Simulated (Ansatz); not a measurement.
FHSi, SMILES F[SiH], the interaction energy of a dimer with the counterpoise correction

With Ansatz's Python interface.

Typed at the interpreter:
```pycon
>>> import ansatz as az
>>> SETTINGS = {
...     "basis_set": "def2-SVP",
...     "xc": "r2scan",
... }
>>> FIRST = [
...     ("F", (-1.1089, 0.0975, -0.6046)),
...     ("Si", (0.1765, 0.5616, 0.1605)),
...     ("H", (0.9325, -0.6591, 0.4441)),
... ]
>>> SECOND = [
...     ("F", (-0.6407, 4.5812, 2.5297)),
...     ("Si", (-1.7356, 4.0492, 1.5443)),
...     ("H", (-1.6674, 4.9176, 0.3682)),
... ]
>>> def energy(atoms, ghosts=()):
...     molecule = az.Crystal.molecule()
...     for symbol, xyz in atoms:
...         molecule = molecule.atom(symbol, xyz)
...     calc = (
...         molecule.calculation()
...         .basis(gaussian=SETTINGS["basis_set"])
...         .functional(SETTINGS["xc"])
...     )
...     deck = calc.input()
...     if ghosts:
...         deck = deck.set(az.key.basis.gaussian.ghost_atoms, [{"symbol": s, "position_ang": list(xyz)} for s, xyz in ghosts])
...     return az.Session.from_dict(deck).plan().execute().report["free_energy_ev"]
...
>>> # ghost atoms carry the functions of the partner
>>> both = energy(FIRST + SECOND)
>>> alone = energy(FIRST) + energy(SECOND)
>>> ghosted = energy(FIRST, SECOND) + energy(SECOND, FIRST)
>>> print(f"dimer {both:.6f} eV")
dimer -21206.974928 eV
>>> print(f"interaction, uncorrected   {(both - alone):8.3f} eV")
interaction, uncorrected     -0.134 eV
>>> print(f"interaction, counterpoise  {(both - ghosted):8.3f} eV")
interaction, counterpoise    -0.119 eV
>>> print(f"basis-set superposition    {(alone - ghosted):8.3f} eV")
basis-set superposition       0.015 eV
```

Uncorrected it is -0.134 eV, with the counterpoise correction -0.119 eV; the difference, 0.015 eV, is the superposition error.

Total energies depend on the basis set; only differences at equal settings carry meaning. The dimer is a generated trial pose of unrelaxed monomers, not a minimum, so the figure is no binding energy, and the basis set is small. This level lacks the dispersion part of the attraction (electrostatics and induction are there), which can decide the sign where the interaction is weak. Timing: 3.8 s on 1 thread of Intel(R) Xeon(R) Platinum 8559C (Emerald Rapids), with other jobs on the host, peak memory 0.18 GiB.
